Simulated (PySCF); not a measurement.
# DyCl4: other functionals and bases at one geometry

An exercise on one series of results from a longer session: the logs are not shown, and one member is left open.

Computed with PySCF 2.14.0. Level: several levels, as the steps say, no spin–orbit coupling.

1 further run of the same task is left out (for a known fault of the program).

## The system as given

5 atoms, charge 0, spin multiplicity 1.

Bond lengths: Dy1–Cl2 2.377 Å, Dy1–Cl3 2.377 Å, Dy1–Cl4 2.377 Å, Dy1–Cl5 2.377 Å. Angles: Cl2–Dy1–Cl3 109.5°, Cl2–Dy1–Cl4 109.5°, Cl2–Dy1–Cl5 109.5°, Cl3–Dy1–Cl4 109.5°, Cl3–Dy1–Cl5 109.5°, Cl4–Dy1–Cl5 109.5°.

As a file:

```xyz
5

Dy    0.0000    0.0000    0.0000
Cl    1.3726    1.3726    1.3726
Cl   -1.3726   -1.3726    1.3726
Cl    1.3726   -1.3726   -1.3726
Cl   -1.3726    1.3726   -1.3726
```

Formal oxidation states: Dy +4. Each metal's 8 4f electrons lie in its core potential, so multiplicities, spins and levels count the valence alone. An earlier session relaxed this geometry at PBE0, Dy lcecp-2-SVP with ECP54, Cl def2-SVP (singlet, point group Td).

At PBE0 on the finer grid: E = -1883.963791 Eh, frontier levels not given, since the 4f levels lie in the core, Mulliken charge on Dy1 +0.90 e, largest force component 0.002 eV/Å. 

Levels to run: TPSSh; M06-L; PBE0, TZVP. Hardware: 2 threads of Arm Neoverse V1, shared host.

The first run:

Contents of run.py (the lines that set the calculation):

```python
mol = gto.M(atom='''
Dy     0.00000     0.00000     0.00000
Cl     1.37262     1.37262     1.37262
Cl    -1.37262    -1.37262     1.37262
Cl     1.37262    -1.37262    -1.37262
Cl    -1.37262     1.37262    -1.37262''',
    basis={'Dy': 'lcecp-2-SVP', 'Cl': 'def2-SVP'},
    ecp={'Dy': 'lcecp-2-SVP'},
    charge=0, spin=0)
mf = dft.RKS(mol, xc='TPSSH')
mf.grids.atom_grid = (75, 302)  # f atoms: unpruned, at least (60, 302)
mf = mf.density_fit()  # fitting sets: Dy AutoAux, Cl def2-universal-JKFIT
mf.conv_tol = 1e-08; mf.max_cycle = 55
mf.kernel(dm0)  # dm0: the density of the relaxed state
```

Started as:

```sh
$ OMP_NUM_THREADS=2 python run.py
```

Steps of the session up to this table: TPSSh; M06-L; PBE0, TZVP.

One of the session's tables, all rows but one given; the rest of the session is left out.

```
              level  charge on Dy1 (e)  largest force component (eV/Å)
PBE0 (relaxed here)               0.90                            0.00
              TPSSh               0.93                            0.13
              M06-L               1.13                            0.15
         PBE0, TZVP                  ?                               ?
```

Estimate the missing values for PBE0, TZVP.

**Answer.** charge on Dy1 (e): 1.45; largest force component (eV/Å): 0.04. In the column «charge on Dy1 (e)» it is the highest.

The largest leftover force, 0.15 eV/Å with M06-L, stands at a geometry relaxed at another level. With 4f in the core, its levels are missing from HOMO and gap, and its count is fixed, so no charge can pass from the ligands into it. Total energies of different levels can't be compared.
